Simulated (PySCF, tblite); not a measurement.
# BH₈NO₃Si₂, a small molecule taken as a stand-in for a surface group (silicon nitride N site): NMR shifts, core binding energies and electronic excitations, part 2 of 2

tblite 0.8.0 and PySCF 2.14.0. Atoms count from 0, parts from 1.

## Step 5: Core-electron binding energies: SCAN, X2C

What the job is given:

```
{"job": {"kind": "xps", "holes": 5}, "charge": 0, "multiplicity": 1}
Si    -0.922430     1.506585     0.710252
N     -0.663179     0.059586    -0.256724
Si    -1.658788    -1.362656    -0.460758
O      0.556875    -0.071377    -0.962616
B      1.719758    -0.117575    -0.229979
O      1.685526     0.052462     1.114581
O      2.890640    -0.291242    -0.899583
H     -2.375138     1.833545     0.581373
H     -0.614984     1.377245     2.165368
H     -0.082612     2.585471     0.114556
H     -0.981988    -2.583101     0.076737
H     -1.975709    -1.604444    -1.900627
H     -2.907188    -1.083827     0.307562
H      2.565890     0.053975     1.502088
H      2.752068    -0.380444    -1.848179
```

Method: delta-SCF UKS SCAN, pcX-2 on the ionised atom, pcseg-1 elsewhere, spin-free X2C.

Standard output:

```text
ground state, core basis on atom 0 (Si), 188 functions
  cycle   1  E = -890.22823176  |g| = 8.98e-01
  cycle   2  E = -890.01824950  |g| = 1.38e+00
  cycle   3  E = -890.37630339  |g| = 7.58e-02
  cycle   4  E = -890.37748409  |g| = 1.77e-02
  cycle   5  E = -890.37752434  |g| = 1.26e-02
  cycle   6  E = -890.37755170  |g| = 2.60e-03
  cycle   7  E = -890.37755266  |g| = 6.77e-04
  cycle   8  E = -890.37755241  |g| = 3.89e-04
  E(ground) = -890.41550643 Eh
hole in Si 2p of atom 0
  cycle   1  E = -886.10217660  |g| = 1.24e+00
  cycle   2  E = -885.91367326  |g| = 1.15e+00
  cycle   3  E = -886.35629766  |g| = 3.73e-01
  cycle   4  E = -886.41530943  |g| = 1.66e-01
  cycle   5  E = -886.42490728  |g| = 5.69e-02
  cycle   6  E = -886.42624344  |g| = 2.07e-02
  cycle   7  E = -886.42639321  |g| = 5.45e-03
  cycle   8  E = -886.42640248  |g| = 2.37e-03
  cycle   9  E = -886.42640488  |g| = 8.63e-04
  cycle  10  E = -886.42640582  |g| = 1.69e-04
  E(ion) = -886.47480493 Eh   <S^2> = 0.7519   hole on atom = 1.003   binding energy = 107.232 eV
  2p3/2 = 106.995 eV   2p1/2 = 107.619 eV
ground state, core basis on atom 1 (N), 177 functions
  cycle   1  E = -890.29910980  |g| = 7.63e-02
  cycle   2  E = -890.29917964  |g| = 2.05e-02
  cycle   3  E = -890.29919801  |g| = 2.17e-02
  cycle   4  E = -890.29929027  |g| = 7.20e-03
  cycle   5  E = -890.29930097  |g| = 5.95e-04
  cycle   6  E = -890.29930176  |g| = 2.81e-04
  E(ground) = -890.37701576 Eh
hole in N 1s of atom 1
  cycle   1  E = -874.68376407  |g| = 1.87e+00
  cycle   2  E = -871.34080493  |g| = 2.95e+00
  cycle   3  E = -874.57116796  |g| = 1.41e+00
  cycle   4  E = -875.30115259  |g| = 5.47e-01
  cycle   5  E = -875.37810454  |g| = 3.01e-01
  cycle   6  E = -875.40844797  |g| = 9.79e-02
  cycle   7  E = -875.41181700  |g| = 2.60e-02
  cycle   8  E = -875.41207222  |g| = 1.12e-02
  cycle   9  E = -875.41213158  |g| = 4.52e-03
  cycle  10  E = -875.41214767  |g| = 2.38e-03
  cycle  11  E = -875.41215524  |g| = 8.89e-04
  cycle  12  E = -875.41215560  |g| = 3.34e-04
  E(ion) = -875.48727556 Eh   <S^2> = 0.7787   hole on atom = 1.000   binding energy = 405.170 eV
ground state, core basis on atom 2 (Si), 188 functions
  cycle   1  E = -890.37719199  |g| = 2.88e-01
  cycle   2  E = -890.37715771  |g| = 4.97e-02
  cycle   3  E = -890.37678640  |g| = 5.84e-02
  cycle   4  E = -890.37741373  |g| = 1.64e-02
  cycle   5  E = -890.37747081  |g| = 1.68e-03
  cycle   6  E = -890.37747274  |g| = 4.31e-04
  E(ground) = -890.41553048 Eh
hole in Si 2p of atom 2
  cycle   1  E = -886.10020992  |g| = 1.23e+00
  cycle   2  E = -885.78679242  |g| = 1.22e+00
  cycle   3  E = -886.34564189  |g| = 3.92e-01
  cycle   4  E = -886.41561207  |g| = 1.47e-01
  cycle   5  E = -886.42176280  |g| = 6.63e-02
  cycle   6  E = -886.42351319  |g| = 2.31e-02
  cycle   7  E = -886.42370098  |g| = 7.67e-03
  cycle   8  E = -886.42372169  |g| = 3.02e-03
  cycle   9  E = -886.42372469  |g| = 1.32e-03
  cycle  10  E = -886.42372724  |g| = 3.41e-04
  E(ion) = -886.47230430 Eh   <S^2> = 0.7520   hole on atom = 1.003   binding energy = 107.301 eV
  2p3/2 = 107.065 eV   2p1/2 = 107.689 eV
ground state, core basis on atom 3 (O), 177 functions
  cycle   1  E = -890.31116641  |g| = 9.82e-02
  cycle   2  E = -890.31063522  |g| = 6.88e-02
  cycle   3  E = -890.31079828  |g| = 6.45e-02
  cycle   4  E = -890.31151777  |g| = 6.07e-03
  cycle   5  E = -890.31152857  |g| = 1.88e-03
  cycle   6  E = -890.31153033  |g| = 4.21e-04
  E(ground) = -890.38875227 Eh
hole in O 1s of atom 3
  cycle   1  E = -869.66730382  |g| = 2.23e+00
  cycle   2  E = -867.63371805  |g| = 2.75e+00
  cycle   3  E = -869.81438374  |g| = 1.15e+00
  cycle   4  E = -870.39871216  |g| = 5.25e-01
  cycle   5  E = -870.49181442  |g| = 1.78e-01
  cycle   6  E = -870.50383955  |g| = 4.96e-02
  cycle   7  E = -870.50475001  |g| = 2.16e-02
  cycle   8  E = -870.50491749  |g| = 5.05e-03
  cycle   9  E = -870.50492771  |g| = 1.94e-03
  cycle  10  E = -870.50492909  |g| = 6.88e-04
  cycle  11  E = -870.50492996  |g| = 1.36e-04
  E(ion) = -870.58111222 Eh   <S^2> = 0.7643   hole on atom = 1.000   binding energy = 538.993 eV
ground state, core basis on atom 4 (B), 177 functions
  cycle   1  E = -890.28042767  |g| = 8.93e-02
  cycle   2  E = -890.27823523  |g| = 1.35e-01
  cycle   3  E = -890.28146463  |g| = 2.31e-02
  cycle   4  E = -890.28154385  |g| = 1.21e-02
  cycle   5  E = -890.28157460  |g| = 2.73e-03
  cycle   6  E = -890.28157472  |g| = 4.31e-04
  E(ground) = -890.36198073 Eh
hole in B 1s of atom 4
  cycle   1  E = -882.61553206  |g| = 1.18e+00
  cycle   2  E = -880.88100092  |g| = 1.96e+00
  cycle   3  E = -882.83119320  |g| = 5.71e-01
  cycle   4  E = -882.94487471  |g| = 3.49e-01
  cycle   5  E = -882.99655378  |g| = 1.05e-01
  cycle   6  E = -883.00057068  |g| = 3.97e-02
  cycle   7  E = -883.00109356  |g| = 2.03e-02
  cycle   8  E = -883.00126822  |g| = 4.77e-03
  cycle   9  E = -883.00127809  |g| = 4.99e-03
  cycle  10  E = -883.00128892  |g| = 2.01e-03
  cycle  11  E = -883.00129284  |g| = 1.39e-03
  cycle  12  E = -883.00129221  |g| = 4.74e-04
  E(ion) = -883.08028280 Eh   <S^2> = 0.7818   hole on atom = 1.000   binding energy = 198.145 eV
```

Run time: 34 s. Hardware: 1 thread of Intel Xeon 6975P-C, shared host; peak memory 0.7 GiB.

The holes in one table. −ε is the ground-state orbital energy:

| hole | stands for | environment | ΔSCF (eV; 2p as the shell's mean) | −ε (eV) | ⟨S²⟩ |
| --- | --- | --- | --- | --- | --- |
| Si2p on Si0 | Si0 | silicon bonded to N, 3 H | 107.20 | 96.4 | 0.752 |
| N1s on N1 | N1 | nitrogen bonded to O, 2 Si | 405.17 | 386.8 | 0.779 |
| Si2p on Si2 | Si2 | silicon bonded to N, 3 H | 107.27 | 96.4 | 0.752 |
| O1s on O3 | O3 | oxygen bonded to B, N | 538.99 | 517.7 | 0.764 |
| B1s on B4 | B4 | boron bonded to 3 O | 198.15 | 181.7 | 0.782 |

With the spin-orbit splitting: Si0 2p3/2 106.99, 2p1/2 107.62 eV; Si2 2p3/2 107.07, 2p1/2 107.69 eV. The table gives each 2p level as the mean over the whole 2p shell (two parts 2p3/2, one part 2p1/2), which differs a little from the single hole in the log.

## Step 6: Excited states and response: CAM-B3LYP/def2-SVPD

The job, as its differences from that of step 5:

```diff
@@ -1,2 +1,2 @@
-{"job": {"kind": "xps", "holes": 5}, "charge": 0, "multiplicity": 1}
+{"job": {"kind": "uv", "xc": "CAM-B3LYP", "basis": "def2-SVPD", "nstates": 6, "ntriplets": 2, "ip": true}, "charge": 0, "multiplicity": 1}
 Si    -0.922430     1.506585     0.710252
```

Level: TDDFT CAM-B3LYP/def2-SVPD, vertical, gas phase, core orbitals frozen in the response.

Standard output:

```text
coarse grid: 13616 points
cycle   1  E = -888.4158277837  dE =  7.055e-01  |g| = 8.931e-01  |ddm| = 4.946e+00
cycle   2  E = -888.3862583240  dE =  2.957e-02  |g| = 1.026e+00  |ddm| = 2.200e+00
cycle   3  E = -888.5710466492  dE = -1.848e-01  |g| = 5.643e-02  |ddm| = 1.036e+00
cycle   4  E = -888.5716661758  dE = -6.195e-04  |g| = 2.180e-02  |ddm| = 1.152e-01
cycle   5  E = -888.5717344247  dE = -6.825e-05  |g| = 1.345e-02  |ddm| = 4.552e-02
cycle   6  E = -888.5717712828  dE = -3.686e-05  |g| = 1.404e-03  |ddm| = 1.542e-02
cycle   7  E = -888.5717716062  dE = -3.234e-07  |g| = 8.184e-04  |ddm| = 2.842e-03
final grid: 122656 points
cycle   8  E = -888.7071875498  dE = -3.046e-05  |g| = 2.379e-03  |ddm| = 5.215e-02
cycle   9  E = -888.7071874846  dE =  6.513e-08  |g| = 2.587e-03  |ddm| = 7.066e-03
cycle  10  E = -888.7071888146  dE = -1.330e-06  |g| = 2.110e-04  |ddm| = 2.957e-03
cycle  11  E = -888.7071888269  dE = -1.228e-08  |g| = 1.173e-04  |ddm| = 6.068e-04
cycle  12  E = -888.7071888296  dE = -2.753e-09  |g| = 2.590e-05  |ddm| = 1.480e-04
cycle  13  E = -888.7071888298  dE = -2.294e-10  |g| = 8.144e-06  |ddm| = 5.509e-05
converged SCF energy = -888.7071888298

Static polarisability (au): isotropic 87.319, principal 76.287 89.887 95.782

Singlet excitations
state   eV       nm        f      main configurations
  1   5.9038    210.0   0.00068   H->L 0.57, H->L+5 0.22
  2   5.9814    207.3   0.00056   H->L+1 0.66, H->L+2 0.12
  3   6.6895    185.3   0.03374   H->L+2 0.29, H->L+1 0.28, H->L 0.23
  4   7.1381    173.7   0.01649   H->L+4 0.42, H->L+2 0.21, H->L+6 0.10
  5   7.2552    170.9   0.00473   H->L+3 0.39, H->L+2 0.17, H->L+8 0.16
  6   7.3388    168.9   0.00483   H->L+5 0.24, H->L+6 0.21, H->L+4 0.18

Triplet excitations (Tamm-Dancoff, eV): 5.2566 5.7364
Vertical ionisation energy (delta-SCF) = 8.8861 eV
```

Wall time 58 s (1 thread of Intel Xeon 6975P-C, shared host); peak memory 1.2 GiB.

The orbitals next to the gap, with their largest atomic shares:

| orbital | eV | atoms |
| --- | --- | --- |
| HOMO−3 | -11.02 | Si0 26 %, H9 18 %, Si2 15 % |
| HOMO−2 | -10.87 | Si0 27 %, H7 20 %, Si2 11 % |
| HOMO−1 | -10.37 | O3 43 %, N1 18 %, Si2 8 % |
| HOMO | -8.30 | N1 50 %, O3 17 %, Si0 8 % |
| LUMO | 0.41 | B4 42 %, O5 11 %, O6 10 % |
| LUMO+1 | 1.14 | Si0 22 %, Si2 20 %, N1 8 % |
| LUMO+2 | 1.36 | Si2 30 %, Si0 23 %, H11 7 % |

With each of the 6 states as a Gaussian band of 0.4 eV half-width at 1/e, the curve within the window shown has maxima at 182 nm (ε 1,700) L/(mol cm). Beyond the last state computed it falls off for lack of states. The curve at chosen wavelengths:

(nm, ε (L/mol/cm)): (162, 332), (165, 615), (168, 932), (171, 1211), (173, 1359), (176, 1527), (179, 1640), (182, 1678), (185, 1599), (188, 1393), (190, 1204), (193, 890), (196, 602), (199, 380), (202, 232), (205, 144), (207, 108), (210, 76), (213, 56), (216, 43), (219, 32), (222, 23), (224, 18), (227, 12), (230, 8), (233, 5)

Ground-state properties from the same run:

```
           property  computed
  dipole moment (D)      0.91
polarisability (Å³)     12.94
 HOMO–LUMO gap (eV)      8.71
      −ε(HOMO) (eV)      8.30
```

## Step 7: Results

The summary covers parts 1 to 2.

```
                                                    quantity                                               value
                                                 point group                                                  C1
                        rotational constants (main isotopes)                                2.28, 1.27, 0.94 GHz
                       1H shifts against TMS (PBE0/pcSseg-1)  5.02, 4.83, 4.74, 4.73, 4.71, 4.63, 3.25, 3.03 ppm
                     29Si shifts against TMS (PBE0/pcSseg-1)                                    -41.8, -49.4 ppm
                      15N shifts against NH3 (PBE0/pcSseg-1)                                           117.8 ppm
                      17O shifts against H2O (PBE0/pcSseg-1)                               135.2, 83.6, 81.2 ppm
                 11B shifts against BF3·OEt2 (PBE0/pcSseg-1)                                            20.8 ppm
                           Si2p binding energies, SCAN/pcX-2                           Si2 107.27, Si0 107.20 eV
                            N1s binding energies, SCAN/pcX-2                                        N1 405.17 eV
O1s binding energies, SCAN/pcX-2 (standing for 1 of 3 atoms)                                        O3 538.99 eV
                            B1s binding energies, SCAN/pcX-2                                        B4 198.15 eV
                        lowest singlet (CAM-B3LYP/def2-SVPD)                         5.90 eV (210 nm), f = 0.001
                    brightest single state of those computed                         state 3, 6.69 eV, f = 0.034
                                              lowest triplet                                             5.26 eV
                           vertical ionisation energy (ΔSCF)                                             8.89 eV
```

**Reading.** Over 10 steps the energy fell by 0.257 eV; of the close pairs, O3–B4 changed most, 1.319 to 1.375 Å (PBE0/def2-SVP). No frequency check was run at this level, so the end point may be a saddle. At PBE0/pcSseg-1: Shielding is most anisotropic at N1 (span 254 ppm, paramagnetic term -174 ppm). The Si2p levels computed lie within 0.07 eV of one another, too close to rank. The lowest singlet, at 5.90 eV, is HOMO→LUMO 0.57, HOMO→LUMO+5 0.22 and is dark; of the 6 states computed, the strongest absorption comes from state 3 at 6.69 eV. The lowest triplet lies 0.65 eV below the lowest singlet (triplets in Tamm-Dancoff, singlets in full TDDFT). ΔSCF puts the ionisation energy at 8.89 eV, 0.58 eV above −ε(HOMO). A capped cluster stands for the solid here, so long-range fields and strain are missing, and bands or shifts of the capping hydrogens have no counterpart in it.
